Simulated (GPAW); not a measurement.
Input of a GPAW 26.7.0 run:

The input run.py:

```python
from ase import Atoms
from ase.dft.bandgap import bandgap
from ase.io import write
from ase.units import Bohr, GPa
from gpaw import GPAW, PW
from gpaw.elf import elf_from_dft_calculation

atoms = Atoms(['Re', 'Re', 'Sb', 'Sb', 'N', 'N'],
              cell=[[3.432123, 0.0, 0.0],
                    [0.0, 3.432123, 0.0],
                    [0.0, 0.0, 8.592627]],
              scaled_positions=[[0.0, 0.5, 0.873241],
                                [0.5, 0.0, 0.126759],
                                [0.0, 0.5, 0.333458],
                                [0.5, 0.0, 0.666542],
                                [0.0, 0.0, 0.0],
                                [0.5, 0.5, 0.0]],
              pbc=True)

calc = GPAW(mode=PW(800),
            xc='PBE',
            kpts={'size': (8, 8, 3), 'gamma': True},
            occupations={'name': 'fermi-dirac', 'width': 0.05},
            nbands=55,
            convergence={'density': 1e-05, 'energy': 1e-05},
            maxiter=150,
            txt='gpaw.txt')
atoms.calc = calc
energy = atoms.get_potential_energy()
forces = atoms.get_forces()
stress = atoms.get_stress()
calc.write('gs.gpw')
write('result.traj', atoms)
print(f'Energy: {energy:.6f} eV')
print('Forces (eV/A):')
print(forces.round(4))
print('Stress (GPa):', (stress / GPa).round(3))
print('Fermi level:', round(calc.get_fermi_level(), 4), 'eV')
print(f'Gap: {bandgap(calc)[0]:.4f} eV, direct: {bandgap(calc, direct=True)[0]:.4f} eV')

# fields on the real-space grid
write('density.cube', atoms, data=calc.get_pseudo_density() * Bohr**3)
write('potential.cube', atoms, data=calc.get_electrostatic_potential())
write('elf.cube', atoms, data=elf_from_dft_calculation(calc).data)
```

Potentials or basis: GPAW PAW data sets (gpaw-data 1.2.1), pw.

Command:

```console
$ OMP_NUM_THREADS=1 python run.py
```

Task: Predict the band gap on the k mesh.

Result: None (metal or under the smearing width).

Task: Predict the pressure.

Result: -1.8 GPa.

Task: What does it give for the largest force?

Result: 0.275 eV/Å.

Forces in eV/Å, atoms in the order of the input:
```
Re   0.000  0.000  0.275
Re   0.000  0.000 -0.275
Sb   0.000  0.000 -0.111
Sb   0.000  0.000  0.111
N    0.000  0.000  0.000
N    0.000  0.000  0.000
```

Caveat: this functional lacks dispersion, which binds the layers, so the pressure and a relaxed spacing across them are unreliable. Spin-orbit coupling is left out, which matters for the levels of Re, Sb.
